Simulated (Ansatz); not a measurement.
What does this script print? It uses the Python package of Ansatz (0.2.0).

`sraspt.py`
```python
from collections import Counter
import warnings

import ansatz as az
import numpy as np

PHASES = {
    "SrAsPt": (
        [(4.25751, 0.0, 0.0), (-2.12876, 3.68712, 0.0), (0.0, 0.0, 9.0635)],
        [
            ("Sr", (0.0, 0.0, 0.5)),
            ("Sr", (0.0, 0.0, 0.0)),
            ("As", (1 / 3, 2 / 3, 0.75)),
            ("As", (2 / 3, 1 / 3, 0.25)),
            ("Pt", (1 / 3, 2 / 3, 0.25)),
            ("Pt", (2 / 3, 1 / 3, 0.75)),
        ],
    ),
    "Sr": (
        [(0.0, 3.04235, 3.04235), (3.04235, 0.0, 3.04235), (3.04235, 3.04235, 0.0)],
        [
            ("Sr", (0.0, 0.0, 0.0)),
        ],
    ),
    "As": (
        [(1.8808, 1.08588, 3.51406), (-1.8808, 1.08588, 3.51406), (0.0, -2.17176, 3.51406)],
        [
            ("As", (0.774, 0.774, 0.774)),
            ("As", (0.226, 0.226, 0.226)),
        ],
    ),
    "Pt": (
        [(0.0, 1.9609, 1.9609), (1.9609, 0.0, 1.9609), (1.9609, 1.9609, 0.0)],
        [
            ("Pt", (0.0, 0.0, 0.0)),
        ],
    ),
}


def build(vectors, sites):
    crystal = az.Crystal(lattice=az.Lattice.of(vectors))
    for symbol, position in sites:
        crystal = crystal.atom(symbol, position)
    return crystal


def compute(name, crystal):
    calc = (
        crystal.calculation()
        .scf(tolerance=1e-08)
        .functional("LDA")
        .basis(460)
        .kpoints(spacing=0.33)
        .occupations("cold", width=0.05)
        .stress()
    )
    calc = calc.relax(force_tolerance=0.03, max_steps=60, fix_cell=["shape"])
    return calc.run()


def counts(outcome):
    return Counter(site.symbol for site in outcome.lattice.sites)

def formation_energy(outcome, mu):
    n = counts(outcome)
    return (outcome.report["energy_sigma0_ev"] - sum(k * mu[element] for element, k in n.items())) / sum(n.values())


def volume_per_atom(outcome):
    return abs(np.linalg.det(outcome.lattice.cell_ang)) / len(outcome.lattice.sites)

warnings.simplefilter("ignore", az.DeckWarning)

phases = {name: build(*cell) for name, cell in PHASES.items()}

done = {}
for name, crystal in phases.items():
    done[name] = compute(name, crystal)
    print(f"{name}: {done[name].report['energy_sigma0_ev']:.4f} eV, {len(done[name].lattice.sites)} atoms")

references = {"Sr": "Sr", "As": "As", "Pt": "Pt"}
mu = {element: done[name].report["energy_sigma0_ev"] / len(done[name].lattice.sites) for element, name in references.items()}

target = done["SrAsPt"]
heat = formation_energy(target, mu)
n = counts(target)
print("cell content:", dict(n), " volume", round(volume_per_atom(target), 3), "A^3/atom")
print("formation energy", round(heat, 4), "eV/atom,", round(heat * sum(n.values()), 4), "eV per cell")
print("bound against the elements" if heat < 0 else "unbound against the elements")
```

`python sraspt.py` gives:
```text
SrAsPt: -40932.0221 eV, 6 atoms
RunWarning: on these k-points the computed levels leave a gap of 0.0947 eV at the electron count, 1.9 widths of the cold smearing (0.0500 eV); against the step filling of these same bands (every [...]
Sr: -3444.2870 eV, 1 atoms
As: -9547.3555 eV, 2 atoms
Pt: -12245.0202 eV, 1 atoms
cell content: {<Element.SR: 'Sr'>: 2, <Element.AS: 'As'>: 2, <Element.PT: 'Pt'>: 2}  volume 22.589 A^3/atom
formation energy -1.0087 eV/atom, -6.0522 eV per cell
bound against the elements
```
(Warnings from the package without file and line, shortened, repeats left out.)

Reading the output:
- Absolute energies stand on the zero of these potentials, so only differences at equal settings mean something.
- The run is spin-unpolarised.
- For the metals among these phases the mesh is modest: differences between phases can be off by up to 40 meV an atom.
- The program warned that this SCF threshold is loose for forces or stresses.
- Atoms and volume are relaxed with the cell's shape held, which in cells of lower than cubic symmetry can hide stresses and shift volumes.
- Spin-orbit coupling, which matters for elements this heavy, is left out.
- The cells come from databases of deposited and of computed structures, and not all need be stable phases.
- The compound is the structure given, not necessarily its lowest; energies are at zero temperature, with no correction for gases. A semilocal functional's error on such energies is often 0.05 to 0.1 eV an atom, and 0.1 to 0.3 eV against gases such as O2 or F2.
- The script silences the warnings on its input, which a real study should read.
- Wall time of the script: 40 s on 1 thread of Arm Neoverse V2, on a shared host, peak memory 0.51 GiB.

(Lines on the test bed's own set-up are left out of the output.)
